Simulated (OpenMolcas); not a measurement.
# Pt⁶⁺ among point charges: CASSCF and CASPT2 levels and susceptibility

Aim: the splitting of the states of Pt⁶⁺ in the field of 5 point charges, its lowest levels with spin-orbit coupling and its magnetic susceptibility.

The numbers are computed with OpenMolcas 26.06 (state-averaged CASSCF and CASPT2, spin-orbit coupling by RASSI with atomic mean-field integrals), except any that are marked as measured or tabulated.

### 1 The atom as given

```
Species                           : Pt⁶⁺ (platinum, Z = 78, 72 electrons)
Basis                             : ANO-RCC-VDZP [7s6p4d2f], 59 functions
Scalar Hamiltonian                : DKH2, point nucleus
Inactive shells                   : 1s 2s 2p 3s 3p 3d 4s 4p 4d 4f 5s 5p
Active space                      : 4 electrons in 5 orbitals (5d)
Some configurations of this space : 5d4
Orbitals                          : optimised for each spin and parity, averaged over all roots
```

The outer shells:

5d4
```
5d [↑ ][↑ ][↑ ][↑ ][  ]
```

The ion sits among 5 point charges of -1.5 e arranged as a square pyramid (C4v), 1.65 Å from the ion.

Each step is its own input file, run in one work folder so that later steps find the files of earlier ones. Labels, J, g values, rates, χT and fits are worked out afterwards by a script from the matrices that RASSI stores.

### 2 Basis and integrals

a.inp reads:

```
&GATEWAY
Coord
1

Pt 0.0 0.0 0.0
Basis=ANO-RCC-VDZP
Group=NoSym
NoMove
AngMom=0.0 0.0 0.0
AMFI
XField
5 Angstrom 0
1.650000 0.000000 0.000000 -1.500000
0.000000 1.650000 0.000000 -1.500000
-1.650000 0.000000 0.000000 -1.500000
0.000000 -1.650000 0.000000 -1.500000
0.000000 0.000000 1.650000 -1.500000
&SEWARD
```

The run is started by

```
OMP_NUM_THREADS=1 MOLCAS_MEM=1689 MOLCAS_PROJECT=a pymolcas a.inp > a.log
```

### 3 Reference wave functions, quintets, 5 roots

a.inp reads:

```
&RASSCF
FileOrb=start.orb
Symmetry=1
Spin=5
nActEl=4 0 0
Inactive=34
Ras2=5
CIRoot=5 5 1
SDav=5
CIMx=300
Iter=120 100
PrWF=0.3
OrbListing=Nothing
MaxOrb=0
>>> COPY $Project.JobIph JOB001
```

start.orb holds the contracted functions of the basis, ordered by shell, or the orbitals of the step before.

### 4 Reference wave functions, triplets, 45 roots

a.inp reads:

```
&RASSCF
FileOrb=start.orb
Symmetry=1
Spin=3
nActEl=4 0 0
Inactive=34
Ras2=5
CIRoot=45 45 1
SDav=45
CIMx=300
Iter=120 100
PrWF=0.3
OrbListing=Nothing
MaxOrb=0
>>> COPY $Project.JobIph JOB002
```

### 5 Reference wave functions, singlets, 50 roots

a.inp reads:

```
&RASSCF
FileOrb=start.orb
Symmetry=1
Spin=1
nActEl=4 0 0
Inactive=34
Ras2=5
CIRoot=50 50 1
SDav=50
CIMx=300
Iter=120 100
PrWF=0.3
OrbListing=Nothing
MaxOrb=0
>>> COPY $Project.JobIph JOB003
```

### 6 RASSI: spin-orbit coupling between the states

a.inp reads:

```
&RASSI
NrOfJobIphs=3 5 45 50
1 2 3 4 5
1 2 3 4 5 6 7 8 9 10 11 12 13 14 15 16 17 18 19 20 21 22 23 24 25 26 27
28 29 30 31 32 33 34 35 36 37 38 39 40 41 42 43 44 45
1 2 3 4 5 6 7 8 9 10 11 12 13 14 15 16 17 18 19 20 21 22 23 24 25 26 27
28 29 30 31 32 33 34 35 36 37 38 39 40 41 42 43 44 45 46 47 48 49 50
IphNames
JOB001
JOB002
JOB003
EJob
SpinOrbit
DIPRint=1.0
SOCoupling=1000.0
Subsets=2
Property=9
'ANGMOM' 1 'ANGMOM' 2 'ANGMOM' 3 'MLTPL  1' 1 'MLTPL  1' 2 'MLTPL  1' 3
'AMFI' 1 'AMFI' 2 'AMFI' 3
SOProperty=3
'ANGMOM' 1 'ANGMOM' 2 'ANGMOM' 3
```

### 7 CASPT2: IPEA 0.25, imaginary shift 0.1 (closed shells correlated: 4f 5s 5p)

a.inp reads:

```
>>> COPY JOB001 $Project.JobIph
&CASPT2
Multistate=5 1 2 3 4 5
NoMult
Frozen=23
IPEA=0.25
Imaginary=0.1
MaxIter=60
WThr=0.0 0.3 0.05
PrWF=0.5
NoMix
>>> COPY JOB002 $Project.JobIph
&CASPT2
Multistate=45 1 2 3 4 5 6 7 8 9 10 11 12 13 14 15 16 17 18 19 20 21 22
23 24 25 26 27 28 29 30 31 32 33 34 35 36 37 38 39 40 41 42 43 44 45
NoMult
Frozen=23
IPEA=0.25
Imaginary=0.1
MaxIter=60
WThr=0.0 0.3 0.05
PrWF=0.5
NoMix
>>> COPY JOB003 $Project.JobIph
&CASPT2
Multistate=50 1 2 3 4 5 6 7 8 9 10 11 12 13 14 15 16 17 18 19 20 21 22
23 24 25 26 27 28 29 30 31 32 33 34 35 36 37 38 39 40 41 42 43 44 45 46
47 48 49 50
NoMult
Frozen=23
IPEA=0.25
Imaginary=0.1
MaxIter=60
WThr=0.0 0.3 0.05
PrWF=0.5
NoMix
```

(Steps that only read results are left out.)

Q: Predict the outcome of this session. Wanted: spin-free ground state; first state of the same spin within the active space; lowest level; next level.

As calculated:

```
                                            quantity                                                                           value
                                              method  SS-CASPT2, IPEA 0.25, imaginary shift 0.1 (closed shells correlated: 4f 5s 5p)
                              spin-free ground state                                             quintet, 1-fold in its orbital part
first state of the same spin within the active space                                                           quintet at 11700 cm⁻¹
                                        lowest level                                                                          1-fold
                                          next level                                                                     4215.3 cm⁻¹
                                         χT at 300 K                                                                  0.07 cm³ K/mol
                           effective moment at 300 K                                                                         0.77 μB
```

Cost by method:

```csv
method,time of its own steps,time with the reference
A. CASSCF,26 s,26 s
"B. SS-CASPT2, IPEA 0.25, imaginary shift 0.1, +4f 5s 5p",22 s,49 s
```

Times are of one thread on a shared host.

**Reading.** The spin-free ground state (quintet) comes to 100 % from free-ion D terms and keeps the highest spin of the shell. χT at 300 K is 0.07, against 3.01 cm³ K/mol for the spin alone, so spin-orbit coupling lowers it. An active space of the d shell alone favours high spin; real ions in strong fields can be low spin. The field of point charges can differ much from that of real complexes. With metal d orbitals alone active, the gaps between spin states are rough; where two lie within a few thousand cm-1, their order is open. This is an electrostatic model: the charges have no orbitals.
